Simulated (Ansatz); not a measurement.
Task: a rigid scan of one bond angle of FGe2H5S, SMILES [F][GeH]([SH])[GeH3], with Ansatz 0.2.0, Python API. Give the script and its output. Level of theory (for the species named): PBE0, def2-SVP basis, multiplicity 1.

| atom | x (Å) | y (Å) | z (Å) |
| --- | --- | --- | --- |
| F | -2.2789 | -0.8148 | 0.6046 |
| Ge | -0.7698 | 0.0116 | 0.7659 |
| S | -1.0446 | 2.2128 | 0.5431 |
| Ge | 0.7949 | -0.7703 | -0.9350 |
| H | -0.1732 | -0.3161 | 2.1451 |
| H | 0.3697 | 2.4456 | 0.7097 |
| H | 0.1533 | -0.4565 | -2.3222 |
| H | 0.9387 | -2.2964 | -0.7906 |
| H | 2.0984 | -0.0621 | -0.7376 |

The script, `bend.py`:
```python
"""Bending curve of FGe2H5S."""

from dataclasses import dataclass
import warnings

import ansatz as az
from ase import Atoms


@dataclass
class Settings:
    basis: str = "def2-SVP"
    functional: str = "pbe0"
    force_tol: float = 0.02
    method: str = "mp2"


cfg = Settings()

warnings.simplefilter("ignore", az.DeckWarning)

atoms = Atoms(["F", "Ge", "S", "Ge", "H", "H", "H", "H", "H"], positions=[
    (-2.2789, -0.8148, 0.6046),
    (-0.7698, 0.0116, 0.7659),
    (-1.0446, 2.2128, 0.5431),
    (0.7949, -0.7703, -0.935),
    (-0.1732, -0.3161, 2.1451),
    (0.3697, 2.4456, 0.7097),
    (0.1533, -0.4565, -2.3222),
    (0.9387, -2.2964, -0.7906),
    (2.0984, -0.0621, -0.7376),
])

# start the scan from a relaxed geometry
first = (
    az.Crystal.molecule_from_ase(atoms).calculation()
    .basis(gaussian=cfg.basis)
    .functional(cfg.functional)
    .relax(force_tolerance=cfg.force_tol, max_steps=80)  # relax until the tolerances are met
)
atoms.positions = first.run().report["positions_ang"]

rows = []
for angle in [85, 95, 105, 115, 125, 140, 160]:
    bent = atoms.copy()
    bent.set_angle(1, 2, 5, angle, indices=[5])
    calculation = (
        az.Crystal.molecule_from_ase(bent).calculation()
        .basis(gaussian=cfg.basis)  # atom-centred Gaussian functions
        .correlation(cfg.method)  # correlation on top of the mean field
    )
    rows.append((angle, calculation.run().report["free_energy_ev"]))
floor = min(e for _, e in rows)
for angle, e in rows:
    print(f"angle Ge1-S2-H5 = {angle:3d} deg   {1000 * (e - floor):9.1f} meV")
```

```console
$ python bend.py
angle Ge1-S2-H5 =  85 deg        41.4 meV
angle Ge1-S2-H5 =  95 deg         0.0 meV
angle Ge1-S2-H5 = 105 deg        63.8 meV
angle Ge1-S2-H5 = 115 deg       223.8 meV
angle Ge1-S2-H5 = 125 deg       467.7 meV
angle Ge1-S2-H5 = 140 deg       951.0 meV
angle Ge1-S2-H5 = 160 deg      1649.1 meV
```

The scan is rigid, and the energies are electronic, in a modest basis. The zero is the lowest point of the grid, which needn't be the minimum. The start is relaxed with a density functional and scanned with the wavefunction method, so it isn't exactly that method's minimum. Run time: 2.5 min on 1 thread of Arm Neoverse V2, on a shared host, peak memory 0.41 GiB.

(A comment or docstring line of the script was reworded after the run, the code is as it ran.)
